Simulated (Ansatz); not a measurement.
# Pt3Rh: the cost of one run

Computed with the Python package of Ansatz 0.2.0. Level of theory: DFT LDA, plane waves, PAW.

## (1) The system

The structure is cubic, space group Pm-3m (No. 221). Conventional cell: a = 3.910 Å, b = 3.910 Å, c = 3.910 Å, α = 90.00°, β = 90.00°, γ = 90.00°. Rh (site symmetry m-3m) is surrounded by 12 Pt at 2.76 Å. Around Pt (site symmetry 4/mmm) lie 4 Rh at 2.76 Å and 8 Pt at 2.76 Å.

The script holds or builds the structure itself.

## (2) Script

smear_pt3rh.py

```python
# -*- coding: utf-8 -*-
"""Smearing width test for Pt3Rh."""

import warnings

import ansatz
import matplotlib.pyplot as plt
import numpy as np

warnings.simplefilter("ignore", ansatz.DeckWarning)

vectors = np.array([
    [3.90986899, 0.0, 0.0],
    [0.0, 3.90986899, 0.0],
    [0.0, 0.0, 3.90986899],
])
cell = (
    ansatz.Lattice.of(vectors)
    .atom("Rh", (0.5, 0.5, 0.5))
    .atom("Pt", (0.5, 0.0, 0.0))
    .atom("Pt", (0.0, 0.5, 0.0))
    .atom("Pt", (0.0, 0.0, 0.5))
)

model = cell.calculation().functional("lda").kpoints(6, center="gamma").forces().stress()

rows = []
for value in [0.25, 0.15, 0.1, 0.05, 0.025]:
    r = model.occupations("methfessel_paxton", width=value).run(threads=1).report
    rows.append((value, r["free_energy_ev"] / len(r["lattice"]["sites"]), r["n_iterations"], sum(r["stress_gpa"][i][i] for i in range(3)) / 3, max(abs(f) for row in r["forces_ev_ang"] for f in row), r["n_kpoints"]))

print("  width (eV)   F/atom (eV)    iterations       P (GPa)  max component (eV/A)      k-points")
for row in rows:
    print(f"{str(row[0]):>12s}  {row[1]:12.5f}  {row[2]:12d}  {row[3]:12.3f}  {row[4]:20.4f}  {row[5]:12d}")

# differences from the last row
for row in rows[:-1]:
    shift = 1000 * (row[1] - rows[-1][1])
    print(f"{row[0]}: {shift:+.2f} meV/atom" + ("  (within 5 meV)" if abs(shift) < 5 else ""))
plt.figure(figsize=(4.5, 3))
plt.plot([str(row[0]) for row in rows], [1000 * (row[1] - rows[-1][1]) for row in rows], "o-")
plt.xlabel("width (eV)")
plt.ylabel("F - F(last) (meV/atom)")
plt.tight_layout()
plt.savefig("smear.png", dpi=100)
```

## (3) What the engine is handed

The package turns the script's settings into the engine's input (first run):

```yaml
crystal:
  lattice:
    - [3.90986899, 0.0, 0.0]
    - [0.0, 3.90986899, 0.0]
    - [0.0, 0.0, 3.90986899]
  atoms:
    - { symbol: Rh, position: [0.5, 0.5, 0.5] }
    - { symbol: Pt, position: [0.5, 0.0, 0.0] }
    - { symbol: Pt, position: [0.0, 0.5, 0.0] }
    - { symbol: Pt, position: [0.0, 0.0, 0.5] }
kpoints:
  mp_grid:
    grid: [6, 6, 6]
    shift: [0.0, 0.0, 0.0]
hamiltonian:
  xc: lda
scf:
  occupations:
    method: methfessel_paxton
    width: 0.25
output:
  forces: true
  stress: true
```

## (4) The run

On the command line:

```sh
python smear_pt3rh.py
```

What time and memory should one allow on 1 thread of Arm Neoverse V2, shared host?

About 11 s, with a peak of 0.45 GiB.
